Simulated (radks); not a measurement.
**Zn⁴⁺ in [Ar] 3d7 4p1: an all-electron calculation**

One table from this session's results is given with a row withheld; the runs are named, their logs left out.

The numbers are computed with radks (a radial shooting solver on a logarithmic mesh, Libxc functionals) version 1 (Dirac Kohn-Sham, PBE, spin-unpolarised, spherical densities, point nucleus; open shells are shared between the two j in proportion to 2j + 1), except any that are marked as measured or tabulated.

### The atom as given

| Property | Result |
| --- | --- |
| element | zinc (Z = 30) |
| charge | +4 |
| electrons | 26 |
| configuration | [Ar] 3d7 4p1 |

The outer shells:

Zn⁴⁺
```
[Ar] core
3d [↑↓][↑↓][↑ ][↑ ][↑ ]
4p [↑ ][  ][  ]
```

The first run:

The run's settings:

```text
Z 30
configuration [Ar] 3d7 4p1 4s0 4d0 5p0 4f0
relativity Dirac
functional pbe,pbe
spin unpolarised
j_filling average
nucleus point
c 137.035999084
```

Started as:

```bash
$ python run_ks.py task.json out
```

All runs below come from this command, one after another.

Steps of the session up to this table: Self-consistent calculation.

One table of the session follows, with a row left open; its other results are not shown here.

It belongs to the step «Shells». Radial moments (bohr):

```
level      <r>  outermost maximum (interpolated)  90 % within  nodes
1s1/2  0.05031                            0.0329       0.0899      0
2s1/2   0.2259                             0.189        0.350      1
2p1/2   0.1959                             0.150        0.321      0
2p3/2   0.1993                             0.153        0.326      0
3s1/2   0.6660                             0.583        0.992      2
3p1/2        ?                                 ?            ?      ?
3p3/2   0.6906                             0.587         1.06      1
3d3/2   0.7391                             0.540         1.22      0
3d5/2   0.7426                             0.542         1.23      0
4s1/2    1.799                              1.62         2.60      3
4p1/2    2.005                              1.79         2.92      2
4p3/2    2.024                              1.81         2.95      2
4d3/2    2.604                              2.34         3.84      1
4d5/2    2.610                              2.34         3.84      1
5p1/2    4.022                              3.96         5.69      3
5p3/2    4.048                              3.99         5.72      3
4f5/2    3.552                              3.16         5.21      0
4f7/2    3.553                              3.16         5.21      0
```

Q: Estimate the row for 3p1/2 from the others.

**Answer.** <r>: 0.6814; outermost maximum (interpolated): 0.580; 90 % within: 1.04; nodes: 1. In the column «<r>» it lies between 3s1/2 (0.6660) and 3p3/2 (0.6906).
